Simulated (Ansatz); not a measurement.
# B₂Ge (triplet): the correlation ladder, cc-pVTZ

Aim: climb from Hartree-Fock through coupled cluster and multireference methods for B₂Ge (triplet) at one geometry and basis, and see what each rung misses.

Computed with Ansatz 0.2.0, Gaussian basis. Level: cc-pVTZ, core rule «outside noble gas», up to 16 orbitals frozen.

The runs, in order: UHF; CCSD(T) on ROHF; CCSD(T) on UHF; BCCD(T) on ROHF; CCSDT(Q) on ROHF; CCSDT(Q) on UHF; CASSCF and NEVPT2, 10 electrons in 12 orbitals.

8 further runs of the same task are left out: 2 for a known fault of the program, 6 set aside as unsound or not needed.

## Step 1: What is computed

The geometry is a PBE0/def2-TZVP stationary point (not a proven minimum). No spin-orbit coupling is included. The filled d shell of Ge may be among the frozen orbitals whatever the setting's name suggests; the logs give the count.

3 atoms, charge 0, spin multiplicity 3.

Atoms are counted from 1 here; the program's logs count them from 0.

Bond lengths: B1–B2 1.542 Å, B2–Ge3 1.941 Å. Angles: B1–B2–Ge3 180.0°.

As a file:

```tsv
atom	x (Å)	y (Å)	z (Å)
B1	0.0000	0.0000	-1.6747
B2	0.0000	0.0000	-0.1332
Ge3	0.0000	0.0000	1.8079
```

In the tables R marks a restricted open-shell determinant and U an unrestricted one; 'valence' is the active space of 10 electrons in 12 orbitals; energies count from the table's Hartree-Fock row.

## Step 2: UHF

in.yaml reads:

```yaml
crystal:
  periodic: [false, false, false]
  atoms:
    - {symbol: B, position_ang: [0.000000, 0.000000, -1.674700]}
    - {symbol: B, position_ang: [0.000000, 0.000000, -0.133200]}
    - {symbol: Ge, position_ang: [0.000000, 0.000000, 1.807900]}
basis:
  gaussian: {orbitals: cc-pVTZ}
magnetization: {spin_polarized: true, initial_magnetization: 2}
hamiltonian: {xc: hf}
output: {orbitals: {seedname: orbitals}}
```

On the command line:

```sh
> ansatz run in.yaml --threads 1 --pin off --events-out ev --progress --plain --max-ram 4096MiB --backend cpu
```

Output:

```text
Functional definition: HF
  name "HF"
  cite "Fock, Z. Phys. 61, 126 (1930) doi:10.1007/BF01340294"
  parent pbe
  exchange = exact_x
  correlation = 0
973 factors; their error is unknown
mean field evaluation 1: about -57809.3194 eV, gradient 1.3e1 eV
mean field evaluation 2: about -57810.5419 eV, gradient 8.8e0 eV
mean field evaluation 4: about -57811.6471 eV, gradient 2.1e0 eV
mean field evaluation 8: about -57811.8716 eV, gradient 1.0e0 eV
mean field evaluation 16: about -57813.4295 eV, gradient 9.3e-1 eV
mean field evaluation 32: about -57811.9303 eV, gradient 5.7e-1 eV
mean field evaluation 64: about -57811.9788 eV, gradient 2.2e-1 eV
mean field evaluation 96: about -57813.4301 eV, gradient 3.0e-2 eV
mean field evaluation 128: about -57810.0131 eV, gradient 8.1e0 eV
mean field evaluation 160: about -57810.4212 eV, gradient 9.3e0 eV
mean field evaluation 192: about -57812.7177 eV, gradient 7.5e-1 eV
mean field evaluation 224: about -57808.5798 eV, gradient 5.8e0 eV
mean field evaluation 256: about -57811.8801 eV, gradient 1.1e0 eV
mean field evaluation 288: about -57811.8355 eV, gradient 2.8e-1 eV
mean field evaluation 320: about -57812.7034 eV, gradient 2.0e-5 eV
mean field evaluation 352: about -57812.3133 eV, gradient 1.8e0 eV
mean field -57813.43088018 eV, -2124.6043974957 hartree, gradient 6.5e-6 eV, S^2 2.785011; 9 other end points of the search recorded, 0 dependent functions left out
reference -57813.43088018 eV, -2124.6043974957 hartree; 22, 20 occupied and 81, 83 virtual orbitals, 973 factors
Total energy: -57813.43088018 eV, -2124.6043974957 hartree
```

Wall time 18 s (1 thread of AMD EPYC 7R13, shared host); peak memory 0.33 GiB.

From the report: ⟨S²⟩ of the determinant 2.785 (pure triplet: 2.00). The determinant is far from a pure spin state, so its energy mixes those of several spin states (harmless only where they are near-degenerate, as at dissociation).

## Step 3: CCSD(T) on ROHF

Changes to in.yaml since step 2:

```diff
@@ -8,4 +8,3 @@
   gaussian: {orbitals: cc-pVTZ}
-magnetization: {spin_polarized: true, initial_magnetization: 2}
-hamiltonian: {xc: hf}
-output: {orbitals: {seedname: orbitals}}
+magnetization: {spin_polarized: false, initial_magnetization: 2}
+correlation: {method: ccsd_t, electrons: outside_noble_gas}
```

On the command line:

```sh
> ansatz run in.yaml --threads 2 --pin off --events-out ev --progress --plain --max-ram 24576MiB --backend cuda --devices 0, --max-vram 18GiB
```

Output (excerpt; [...] marks lines left out):

```text
Functional definition: HF
  name "HF"
  cite "Fock, Z. Phys. 61, 126 (1930) doi:10.1007/BF01340294"
  parent pbe
[...]
647 factors; integrals over basis functions are off by at most 9.7e-4 eV
[...]
mean field -57812.67022813 eV, -2124.5764440486 hartree, gradient 2.2e-6 eV, S^2 2.000000; 17 other end points of the search recorded, 0 dependent functions left out
[...]
determinant -57812.67022813 eV, -2124.5764440486 hartree, with singles and doubles -57819.78475643 eV, -2124.8378981410 hartree
determinant -57812.07704430 eV, -2124.5546449449 hartree, with singles and doubles -57818.99415690 eV, -2124.8088441444 hartree
determinant -57810.96839372 eV, -2124.5139027875 hartree, with singles and doubles -57817.86345521 eV, -2124.7672916236 hartree
determinant -57810.96335248 eV, -2124.5137175253 hartree, with singles and doubles -57817.85884891 eV, -2124.7671223451 hartree
[...]
determinant -57812.37076876 eV, -2124.5654391197 hartree, with singles and doubles -57819.78583936 eV, -2124.8379379382 hartree
determinant -57812.37076876 eV, -2124.5654391197 hartree, with singles and doubles -57819.68135828 eV, -2124.8340983292 hartree
determinant -57812.67022813 eV, -2124.5764440486 hartree, with singles and doubles -57819.69007777 eV, -2124.8344187644 hartree
unrestricted determinant -57813.43152330 eV, -2124.6044211299 hartree, S^2 2.7850
16 core orbitals not correlated: weight in the atoms' cores, before any rotation towards them, 1.000 or more for the frozen orbitals, at most 0.000 for the correlated occupied ones
reference -57812.67022813 eV, -2124.5764440486 hartree; 6, 4 occupied and 81, 83 virtual orbitals, 647 factors
second order -6.03400784 eV of doubles, -0.04891922 eV of singles
cycle   1  -7.01984966 eV  change   -2.1e-8 eV  update   3.3e-6
perturbative correction -0.53831652 eV, -0.0197827671 hartree
Total energy: -57820.22839430 eV, -2124.8542015323 hartree
```

Wall time 23 s (1 × H100 (card shared with other runs) with 2 threads of AMD EPYC 7R13, shared host); peak host memory 0.81 GiB.

From the report: correlation -7.5582 eV; T1 0.069; largest double amplitude 0.15.

## Step 4: CCSD(T) on UHF

Changes to in.yaml since step 3:

```diff
@@ -8,3 +8,3 @@
   gaussian: {orbitals: cc-pVTZ}
-magnetization: {spin_polarized: false, initial_magnetization: 2}
+magnetization: {spin_polarized: true, initial_magnetization: 2}
 correlation: {method: ccsd_t, electrons: outside_noble_gas}
```

The command is unchanged.

Output (excerpt; [...] marks lines left out):

```text
Functional definition: HF
  name "HF"
  cite "Fock, Z. Phys. 61, 126 (1930) doi:10.1007/BF01340294"
  parent pbe
[...]
647 factors; integrals over basis functions are off by at most 9.7e-4 eV
[...]
mean field -57813.43152330 eV, -2124.6044211299 hartree, gradient 3.5e-6 eV, S^2 2.785011; 33 other end points of the search recorded, 0 dependent functions left out
determinant -57813.43152330 eV, -2124.6044211299 hartree, with singles and doubles -57819.77161694 eV, -2124.8374152737 hartree
determinant -57812.84611389 eV, -2124.5829077310 hartree, with singles and doubles -57819.61762426 eV, -2124.8317561471 hartree
determinant -57812.62746722 eV, -2124.5748726141 hartree, with singles and doubles -57818.53118017 eV, -2124.7918300631 hartree
determinant -57812.30525266 eV, -2124.5630314474 hartree, with singles and doubles -57818.45135830 eV, -2124.7888966636 hartree
[...]
determinant -57813.43152330 eV, -2124.6044211299 hartree, with singles and doubles -57819.73990467 eV, -2124.8362498693 hartree
determinant -57812.84611389 eV, -2124.5829077310 hartree, with singles and doubles -57819.58639642 eV, -2124.8306085452 hartree
determinant -57812.70405843 eV, -2124.5776872890 hartree, with singles and doubles -57819.75132856 eV, -2124.8366696895 hartree
determinant -57812.70405843 eV, -2124.5776872890 hartree, with singles and doubles -57819.67167359 eV, -2124.8337424234 hartree
16 core orbitals not correlated: weight in the atoms' cores, before any rotation towards them, 1.000 or more for the frozen orbitals, at most 0.000 for the correlated occupied ones
reference -57813.43152330 eV, -2124.6044211299 hartree; 6, 4 occupied and 81, 83 virtual orbitals, 647 factors
second order -5.18320622 eV of doubles, -0.00000000 eV of singles
cycle   1  -6.30838322 eV  change   -1.9e-6 eV  update   4.5e-6
perturbative correction -0.43198894 eV, -0.0158753007 hartree
Total energy: -57820.17189546 eV, -2124.8521252380 hartree
```

Wall time 40 s (1 × H100 (card shared with other runs) with 2 threads of AMD EPYC 7R13, shared host); peak host memory 0.82 GiB.

From the report: ⟨S²⟩ of the determinant 2.785 (pure triplet: 2.00); correlation -6.7404 eV; T1 0.074; largest double amplitude 0.12. The determinant is far from a pure spin state, so its energy mixes those of several spin states (harmless only where they are near-degenerate, as at dissociation).

## Step 5: BCCD(T) on ROHF

Changes to in.yaml since step 4:

```diff
@@ -8,3 +8,3 @@
   gaussian: {orbitals: cc-pVTZ}
-magnetization: {spin_polarized: true, initial_magnetization: 2}
-correlation: {method: ccsd_t, electrons: outside_noble_gas}
+magnetization: {spin_polarized: false, initial_magnetization: 2}
+correlation: {method: bccd_t, electrons: outside_noble_gas}
```

Launched as before.

Output (excerpt; [...] marks lines left out):

```text
Functional definition: HF
  name "HF"
  cite "Fock, Z. Phys. 61, 126 (1930) doi:10.1007/BF01340294"
  parent pbe
[...]
647 factors; integrals over basis functions are off by at most 9.7e-4 eV
[...]
mean field -57812.67022813 eV, -2124.5764440486 hartree, gradient 2.2e-6 eV, S^2 2.000000; 17 other end points of the search recorded, 0 dependent functions left out
[...]
determinant -57812.67022813 eV, -2124.5764440486 hartree, with singles and doubles -57819.78475643 eV, -2124.8378981410 hartree
determinant -57812.07704430 eV, -2124.5546449449 hartree, with singles and doubles -57818.99415690 eV, -2124.8088441444 hartree
determinant -57810.96839372 eV, -2124.5139027875 hartree, with singles and doubles -57817.86345521 eV, -2124.7672916236 hartree
determinant -57810.96335248 eV, -2124.5137175253 hartree, with singles and doubles -57817.85884891 eV, -2124.7671223451 hartree
[...]
determinant -57812.37076876 eV, -2124.5654391197 hartree, with singles and doubles -57819.78583936 eV, -2124.8379379382 hartree
determinant -57812.37076876 eV, -2124.5654391197 hartree, with singles and doubles -57819.68135828 eV, -2124.8340983292 hartree
determinant -57812.67022813 eV, -2124.5764440486 hartree, with singles and doubles -57819.69007777 eV, -2124.8344187644 hartree
unrestricted determinant -57813.43152330 eV, -2124.6044211299 hartree, S^2 2.7850
16 core orbitals not correlated: weight in the atoms' cores, before any rotation towards them, 1.000 or more for the frozen orbitals, at most 0.000 for the correlated occupied ones
reference -57812.67022813 eV, -2124.5764440486 hartree; 6, 4 occupied and 81, 83 virtual orbitals, 647 factors
second order -6.03400784 eV of doubles, -0.04891922 eV of singles
cycle   1  -6.98648064 eV  change    3.3e-2 eV  update   3.6e-2
[...]
cycle  18  -7.02807661 eV  change   -8.9e-6 eV  update   1.1e-5
perturbative correction -0.52996485 eV, -0.0194758491 hartree
Total energy: -57820.22826960 eV, -2124.8541969493 hartree
```

Run time: 24 s. Hardware: 1 × H100 (card shared with other runs) with 2 threads of AMD EPYC 7R13, shared host; peak host memory 0.81 GiB.

From the report: correlation -7.5580 eV; largest double amplitude 0.12.

## Step 6: CCSDT(Q) on ROHF

Changes to in.yaml since step 5:

```diff
@@ -9,2 +9,2 @@
 magnetization: {spin_polarized: false, initial_magnetization: 2}
-correlation: {method: bccd_t, electrons: outside_noble_gas}
+correlation: {method: ccsdt_q, electrons: outside_noble_gas}
```

The command is unchanged.

Output (excerpt; [...] marks lines left out):

```text
Functional definition: HF
  name "HF"
  cite "Fock, Z. Phys. 61, 126 (1930) doi:10.1007/BF01340294"
  parent pbe
[...]
1167 factors; integrals over basis functions are off by at most 2.1e-7 eV
[...]
mean field -57812.67024274 eV, -2124.5764445852 hartree, gradient 2.2e-6 eV, S^2 2.000000; 16 other end points of the search recorded, 0 dependent functions left out
[...]
determinant -57812.67024274 eV, -2124.5764445852 hartree, with singles and doubles -57819.78680595 eV, -2124.8379734594 hartree
determinant -57812.07705808 eV, -2124.5546454513 hartree, with singles and doubles -57818.99410864 eV, -2124.8088423708 hartree
determinant -57810.96841014 eV, -2124.5139033910 hartree, with singles and doubles -57817.86319982 eV, -2124.7672822383 hartree
determinant -57810.96336867 eV, -2124.5137181202 hartree, with singles and doubles -57817.85865505 eV, -2124.7671152208 hartree
[...]
determinant -57812.37078383 eV, -2124.5654396733 hartree, with singles and doubles -57819.78582592 eV, -2124.8379374442 hartree
determinant -57812.37078383 eV, -2124.5654396733 hartree, with singles and doubles -57819.68136704 eV, -2124.8340986511 hartree
determinant -57812.67024274 eV, -2124.5764445852 hartree, with singles and doubles -57819.69008584 eV, -2124.8344190611 hartree
unrestricted determinant -57813.43154013 eV, -2124.6044217484 hartree, S^2 2.7850
16 core orbitals not correlated: weight in the atoms' cores, before any rotation towards them, 1.000 or more for the frozen orbitals, at most 0.000 for the correlated occupied ones
reference -57812.67024274 eV, -2124.5764445852 hartree; 6, 4 occupied and 81, 83 virtual orbitals, 1167 factors
second order -6.03403265 eV of doubles, -0.04891936 eV of singles
cycle   1  -6.52939556 eV  change   -4.5e-1 eV  update   1.3e-1
[...]
cycle  35  -7.64565213 eV  change    7.8e-7 eV  update   4.9e-7
perturbative correction -0.07245759 eV, -0.0026627675 hartree
Total energy: -57820.38835246 eV, -2124.8600798859 hartree
```

It took 47 s on 1 × H100 (card shared with other runs) with 2 threads of AMD EPYC 7R13, shared host; peak host memory 1.1 GiB.

From the report: correlation -7.7181 eV; T1 0.078; largest double amplitude 0.20.

## Step 7: CCSDT(Q) on UHF

Changes to in.yaml since step 6:

```diff
@@ -8,3 +8,3 @@
   gaussian: {orbitals: cc-pVTZ}
-magnetization: {spin_polarized: false, initial_magnetization: 2}
+magnetization: {spin_polarized: true, initial_magnetization: 2}
 correlation: {method: ccsdt_q, electrons: outside_noble_gas}
```

Launched as before.

Output (excerpt; [...] marks lines left out):

```text
Functional definition: HF
  name "HF"
  cite "Fock, Z. Phys. 61, 126 (1930) doi:10.1007/BF01340294"
  parent pbe
[...]
1167 factors; integrals over basis functions are off by at most 2.1e-7 eV
[...]
mean field -57813.43154013 eV, -2124.6044217484 hartree, gradient 4.7e-6 eV, S^2 2.785012; 33 other end points of the search recorded, 0 dependent functions left out
determinant -57813.43154013 eV, -2124.6044217484 hartree, with singles and doubles -57819.77366340 eV, -2124.8374904798 hartree
determinant -57812.84613022 eV, -2124.5829083309 hartree, with singles and doubles -57819.61907534 eV, -2124.8318094735 hartree
determinant -57812.62748358 eV, -2124.5748732152 hartree, with singles and doubles -57818.53366109 eV, -2124.7919212352 hartree
determinant -57812.30527090 eV, -2124.5630321176 hartree, with singles and doubles -57818.45187410 eV, -2124.7889156189 hartree
[...]
determinant -57812.84613022 eV, -2124.5829083309 hartree, with singles and doubles -57819.58640486 eV, -2124.8306088553 hartree
determinant -57812.70407331 eV, -2124.5776878359 hartree, with singles and doubles -57819.75296492 eV, -2124.8367298247 hartree
determinant -57812.70407331 eV, -2124.5776878359 hartree, with singles and doubles -57819.67167792 eV, -2124.8337425827 hartree
16 core orbitals not correlated: weight in the atoms' cores, before any rotation towards them, 1.000 or more for the frozen orbitals, at most 0.000 for the correlated occupied ones
reference -57813.43154013 eV, -2124.6044217484 hartree; 6, 4 occupied and 81, 83 virtual orbitals, 1167 factors
second order -5.18322132 eV of doubles, -0.00000000 eV of singles
cycle   1  -5.78336759 eV  change   -6.0e-1 eV  update   1.1e-1
[...]
cycle  39  -6.88744500 eV  change   -3.8e-7 eV  update   2.3e-7
perturbative correction -0.07736429 eV, -0.0028430852 hartree
Total energy: -57820.39634941 eV, -2124.8603737686 hartree
```

It took 35 s on 1 × H100 (card shared with other runs) with 2 threads of AMD EPYC 7R13, shared host; peak host memory 1 GiB.

From the report: ⟨S²⟩ of the determinant 2.785 (pure triplet: 2.00); correlation -6.9648 eV; T1 0.108; largest double amplitude 0.23. The determinant is far from a pure spin state, so its energy mixes those of several spin states (harmless only where they are near-degenerate, as at dissociation).

## Step 8: CASSCF and NEVPT2, 10 electrons in 12 orbitals

in.yaml reads:

```yaml
crystal:
  periodic: [false, false, false]
  atoms:
    - {symbol: B, position_ang: [0.000000, 0.000000, -1.674700]}
    - {symbol: B, position_ang: [0.000000, 0.000000, -0.133200]}
    - {symbol: Ge, position_ang: [0.000000, 0.000000, 1.807900]}
basis:
  gaussian: {orbitals: cc-pVTZ}
magnetization: {spin_polarized: false, initial_magnetization: 2}
correlation: {method: sc_nevpt2, electrons: outside_noble_gas, active_space: {window: {electrons: 10, orbitals: 12}, shells: [{species: B, l: s, shell: 2}, {species: B, l: p, shell: 2}, {species: Ge, l: s, shell: 4}, {species: Ge, l: p, shell: 4}]}}
```

Launched as before.

Output (excerpt; [...] marks lines left out):

```text
Functional definition: HF
  name "HF"
  cite "Fock, Z. Phys. 61, 126 (1930) doi:10.1007/BF01340294"
  parent pbe
[...]
1167 factors; integrals over basis functions are off by at most 2.1e-7 eV
[...]
mean field -57812.67024274 eV, -2124.5764445852 hartree, gradient 2.2e-6 eV, S^2 2.000000; 11 other end points of the search recorded, 0 dependent functions left out
reference -57812.67024274 eV, -2124.5764445852 hartree; 22, 20 occupied and 81, 83 virtual orbitals, 1167 factors
state -57816.16426633 eV, -2124.7048475838 hartree
state -57816.16426633 eV, -2124.7048475838 hartree; corrected -57819.45532132 eV, -2124.8257916242 hartree
Total energy: -57819.45532132 eV, -2124.8257916242 hartree
Checks for a lower state left out: starts, orbital_swaps
```

Run time: 37 s. Hardware: 1 × H100 (card shared with other runs) with 2 threads of AMD EPYC 7R13, shared host; peak host memory 0.82 GiB.

From the report: 156,816 determinants; active occupations 1.97, 1.96, 1.93, 1.79, 1.00, 0.96, 0.19, 0.08, 0.04, 0.03, 0.03, 0.02.

## Step 9: How many determinants matter

Natural occupations of the CASSCF valence state about the gap (report; correlated orbitals 1 to 10): 1.974, 1.960, 1.926, 1.787, 1.003, 0.963, 0.193, 0.076, 0.039, 0.032. The count of effectively unpaired electrons, Σ n²(2 − n)², is 2.33; a single determinant of this spin has 2.

## Step 10: The ladder

No level here is safe as a reference; RCCSDT(Q) serves as a yardstick only. Rows without a time come out of other runs: HF, MP2 and CCSD of CCSD(T), CCSDT of CCSDT(Q), CASSCF and MRCISD of the multireference runs.

Differences are taken before rounding.

```tsv
method	energy from the lowest RHF (kcal/mol)	from RCCSDT(Q) (kcal/mol)	time
RHF	0.00	+177.98	
UHF	-17.56	+160.43	
RMP2	-140.28	+37.71	
UMP2	-137.08	+40.90	
RCCSD	-161.88	+16.10	
UCCSD	-163.03	+14.95	
RCCSD(T)	-174.30	+3.69	23 s
UCCSD(T)	-172.99	+4.99	40 s
BCCD(T)	-174.29	+3.69	24 s
RCCSDT	-176.31	+1.67	
UCCSDT	-176.38	+1.60	
RCCSDT(Q)	-177.98	0	47 s
UCCSDT(Q)	-178.17	-0.18	35 s
CASSCF valence	-80.57	+97.41	
NEVPT2 valence	-156.47	+21.52	37 s
```

Among the levels timed on like hardware and quicker than the yardstick, those that no quicker one beats, quickest first: RCCSD(T) (23 s, +3.69 kcal/mol); UCCSDT(Q) (35 s, -0.18 kcal/mol).

With the free atoms at the same levels and basis (separate runs), the atomisation energy is 6.394 eV at RCCSDT(Q), 6.272 eV at RCCSD(T), 6.204 eV at UCCSD(T), 4.433 eV at RHF.

## Step 11: What came out

| quantity | value |
| --- | --- |
| RCCSDT(Q) below the RHF energy | -7.7181 eV |
| RMP2 from RCCSDT(Q) | +37.71 kcal/mol |
| UMP2 from RCCSDT(Q) | +40.90 kcal/mol |
| RCCSD from RCCSDT(Q) | +16.10 kcal/mol |
| RCCSD(T) from RCCSDT(Q) | +3.69 kcal/mol |
| UCCSD(T) from RCCSDT(Q) | +4.99 kcal/mol |
| UCCSDT(Q) from RCCSDT(Q) | -0.18 kcal/mol |
| NEVPT2 valence from RCCSDT(Q) | +21.52 kcal/mol |
| T1 diagnostic | 0.069 |
| effectively unpaired electrons | 2.33 |

**Reading.** RCCSD(T) misses by +3.69 kcal/mol, 2.1 % of the correlation energy. CCSD(T) misses by +3.69 kcal/mol on the restricted determinant and by +4.99 kcal/mol on the unrestricted one; the two need not hold the same state or core. The occupations show some static correlation. Warnings: spin contamination; large T1 diagnostic.
